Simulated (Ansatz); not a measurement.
# GeH6O: the cost of one run

Method: RKS PBE/def2-SVP, in Ansatz 0.2.0.

**1. The system as given**

Bond lengths: Ge1–H3 1.550 Å, Ge1–H4 1.549 Å, Ge1–H5 1.549 Å, Ge1–O6 2.070 Å, O6–H7 1.010 Å. Angles: H3–Ge1–H4 109.5°, H3–Ge1–H5 109.5°, H3–Ge1–O6 178.9°, H4–Ge1–H5 109.5°, H4–Ge1–O6 70.0°, H5–Ge1–O6 70.0°, Ge1–O6–H7 109.5°.

Coordinates:

```xyz
8

Ge    0.0000    0.0000    0.0000
H     0.0000    0.0000    1.9000
H     1.4616    0.0000   -0.5162
H    -0.7300    1.2648   -0.5162
H    -0.7300   -1.2648   -0.5162
O    -1.9644    0.0000    0.6527
H    -2.5095   -0.6297    0.0813
H    -0.9937    0.0000    1.8011
```

**2. Pulling towards end A**

Springs on the bonds that form and break draw the guess towards this end; the thresholds are loose.

Contents of input.yaml:

```yaml
crystal:
  periodic: [false, false, false]
  atoms:
    - { symbol: Ge, position_ang: [0.0, 0.0, 0.0] }
    - { symbol: H, position_ang: [0.0, 0.0, 1.9] }
    - { symbol: H, position_ang: [1.4616, 0.0, -0.5162] }
    - { symbol: H, position_ang: [-0.73, 1.2648, -0.5162] }
    - { symbol: H, position_ang: [-0.73, -1.2648, -0.5162] }
    - { symbol: O, position_ang: [-1.9644, 0.0, 0.6527] }
    - { symbol: H, position_ang: [-2.5095, -0.6297, 0.0813] }
    - { symbol: H, position_ang: [-0.9937, 0.0, 1.8011] }
basis:
  gaussian: { orbitals: def2-SVP }
hamiltonian:
  xc: pbe
relax:
  f_tol: 0.15
  max_steps: 25
  restrain:
    - { distance: [0, 5], at: 2.97, k: 30.0 }
    - { distance: [7, 1], at: 1.86, k: 30.0 }
    - { distance: [0, 1], at: 1.55, k: 30.0 }
    - { distance: [7, 5], at: 1.01, k: 30.0 }
```

Launch:

```
> ansatz run input.yaml --threads 2 --pin off --max-ram 3072MiB --backend cpu --events-out ev --progress --plain --runs-dir out
```

**Question.** How long does this run take on 2 threads of Arm Neoverse V1, shared host, and how much memory does it need?

About 9.6 s, with a peak of 0.13 GiB.
